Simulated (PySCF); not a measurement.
**DyOF: other functionals and bases at one geometry**

The task here is to estimate one member of a computed series from the others.

The runs use PySCF 2.14.0; several levels, as the steps say, no spin–orbit coupling.

1 further run of the same task is left out (for a known fault of the program).

## Starting geometry

3 atoms, charge 0, spin multiplicity 1.

Bond lengths: Dy1–O2 1.825 Å, Dy1–F3 2.029 Å. Angles: O2–Dy1–F3 111.7°.

Coordinates:

```mol
DyFO
  3D, bonds by distance, orders not assigned

  3  2  0  0  0  0  0  0  0  0999 V2000
    0.0288    0.0000   -0.3311 Dy  0  0
    1.5280    0.0000    0.7097 O   0  0
   -1.6620    0.0000    0.7911 F   0  0
  1  2  8  0
  1  3  8  0
M  END
```

Formal oxidation states: Dy +3. Each metal's 9 4f electrons lie in its core potential, so multiplicities, spins and levels count the valence alone. An earlier session relaxed this geometry at PBE0, Dy lcecp-1-SVP with ECP55, O def2-SVP, F def2-SVP (singlet, point group Cs).

At PBE0 on the finer grid: E = -211.909942 Eh, HOMO -6.63 eV, LUMO -2.40 eV, Mulliken charge on Dy1 +0.90 e, largest force component 0.015 eV/Å. 

Levels to run: wB97X; HF; PBE0, TZVP. Hardware: 2 threads of Arm Neoverse V1, shared host.

The first run:

The input, run.py (the lines that set the calculation):

```python
mol = gto.M(atom='''
Dy     0.02881     0.00000    -0.33105
O      1.52805     0.00000     0.70975
F     -1.66199     0.00000     0.79110''',
    basis={'Dy': 'lcecp-1-SVP', 'O': 'def2-SVP', 'F': 'def2-SVP'},
    ecp={'Dy': 'lcecp-1-SVP'},
    charge=0, spin=0)
mf = dft.RKS(mol, xc='WB97X')
mf.grids.atom_grid = (75, 302)  # f atoms: unpruned, at least (60, 302)
mf = mf.density_fit()  # fitting sets: Dy AutoAux, O def2-universal-JKFIT, F def2-universal-JKFIT
mf.conv_tol = 1e-08; mf.max_cycle = 55
mf.kernel(dm0)  # dm0: the density of the relaxed state
```

Run with:

```sh
> OMP_NUM_THREADS=2 python run.py
```

Among the steps run: wB97X; HF; PBE0, TZVP.

One of the session's tables, all rows but one given; the rest of the session is left out.

```
              level  HOMO (eV)  gap (eV)  charge on Dy1 (e)  dipole (D)  largest force component (eV/Å)
PBE0 (relaxed here)      -6.63      4.23               0.90        7.59                            0.01
              wB97X          ?         ?                  ?           ?                               ?
                 HF     -10.15      9.49               1.28        9.05                            0.66
         PBE0, TZVP      -6.62      4.23               1.29        7.85                            0.19
```

Estimate the missing values for wB97X.

The run gave: HOMO (eV): -8.89; gap (eV): 8.30; charge on Dy1 (e): 0.91; dipole (D): 7.95; largest force component (eV/Å): 0.32. In the column «HOMO (eV)» it lies between HF (-10.15) and PBE0 (relaxed here) (-6.63).

In one basis the HOMO–LUMO gap runs from 4.23 eV (PBE0) to 9.49 eV (HF). The largest leftover force, 0.66 eV/Å with HF, stands at a geometry relaxed at another level. With 4f in the core, its levels are missing from HOMO and gap, and its count is fixed, so no charge can pass from the ligands into it. Total energies of different levels can't be compared.
